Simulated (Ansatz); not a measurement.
# C₄H₁₀Si: small, medium and large basis sets

An exercise on one series of results from a longer session: the logs are not shown, and one member is left open.

Computed with Ansatz 0.2.0, Gaussian basis. Level: one geometry, several basis sets.

Levels to be run: PBE0-D4/def2-SVP; ωB97M-V/def2-SVP; PBE0-D4/def2-QZVPP; ωB97M-V/def2-QZVPP; the functionals' def2-TZVPP values are taken from earlier runs.

### The geometry

The geometry comes from an earlier relaxation with PBE0-D4 in a triple-zeta def2 set; it is a stationary point, not always the lowest conformer.

SMILES `C/C=C/[SiH2]C`, 15 atoms, charge 0, spin multiplicity 1.

Atoms are counted from 1 here; the program's logs count them from 0.

Bond lengths: C1–C2 1.490 Å, C1–H6 1.095 Å, C1–H7 1.091 Å, C1–H8 1.095 Å, C2–C3 1.333 Å, C2–H9 1.091 Å, C3–Si4 1.856 Å, C3–H10 1.091 Å, Si4–C5 1.873 Å, Si4–H11 1.492 Å, Si4–H12 1.491 Å, C5–H13 1.093 Å, C5–H14 1.093 Å, C5–H15 1.092 Å. Angles: C2–C1–H6 110.8°, C2–C1–H7 111.6°, C2–C1–H8 110.8°, H6–C1–H7 108.5°, H6–C1–H8 106.4°, H7–C1–H8 108.5°, C1–C2–C3 125.8°, C1–C2–H9 115.5°, C3–C2–H9 118.8°, C2–C3–Si4 123.4°, C2–C3–H10 117.5°, Si4–C3–H10 119.1°, C3–Si4–C5 111.9°, C3–Si4–H11 110.0°, C3–Si4–H12 107.8°, C5–Si4–H11 108.5°, C5–Si4–H12 110.3°, H11–Si4–H12 108.2° and more.

Set-up of the first run:

The input, in.yaml:

```yaml
crystal:
  periodic: [false, false, false]
  atoms:
    - {symbol: C, position_ang: [-1.955080, 1.174274, 1.592369]}
    - {symbol: C, position_ang: [-1.306008, 0.413431, 0.488306]}
    - {symbol: C, position_ang: [-0.122377, -0.196612, 0.553147]}
    - {symbol: Si, position_ang: [0.630033, -1.121415, -0.869134]}
    - {symbol: C, position_ang: [2.263742, -0.376461, -1.400864]}
    - {symbol: H, position_ang: [-2.141151, 2.211046, 1.293487]}
    - {symbol: H, position_ang: [-1.339390, 1.178687, 2.493480]}
    - {symbol: H, position_ang: [-2.930624, 0.743672, 1.840651]}
    - {symbol: H, position_ang: [-1.870689, 0.365101, -0.443373]}
    - {symbol: H, position_ang: [0.423890, -0.136737, 1.496164]}
    - {symbol: H, position_ang: [0.859363, -2.545799, -0.488632]}
    - {symbol: H, position_ang: [-0.343238, -1.093204, -1.998140]}
    - {symbol: H, position_ang: [2.979793, -0.383596, -0.575212]}
    - {symbol: H, position_ang: [2.699320, -0.941513, -2.228448]}
    - {symbol: H, position_ang: [2.130617, 0.658323, -1.724500]}
basis:
  gaussian: {orbitals: def2-SVP}
hamiltonian: {xc: pbe0, dispersion: d4}
output: {orbitals: {seedname: orbitals}}
```

Run with:

```bash
$ ansatz run in.yaml --threads 4 --pin off --events-out ev --progress --plain --max-ram 10444MiB
```

Among the steps run: PBE0-D4 in def2-SVP; ωB97M-V in def2-SVP; PBE0-D4 in def2-QZVPP; ωB97M-V in def2-QZVPP.

One of the session's tables, all rows but one given; the rest of the session is left out.

It belongs to the step «Density functionals: the series». 

```
functional       basis  HOMO (eV)  LUMO (eV)
   PBE0-D4    def2-SVP      -7.35       0.08
   PBE0-D4  def2-TZVPP      -7.39      -0.10
   PBE0-D4  def2-QZVPP      -7.40      -0.16
   ωB97M-V    def2-SVP      -9.55       2.21
   ωB97M-V  def2-TZVPP      -9.60       1.91
   ωB97M-V  def2-QZVPP          ?          ?
```

**Question.** Estimate the row for ωB97M-V, def2-QZVPP.

**Answer.** HOMO (eV): -9.61; LUMO (eV): 1.63. In the column «HOMO (eV)» it is the lowest.
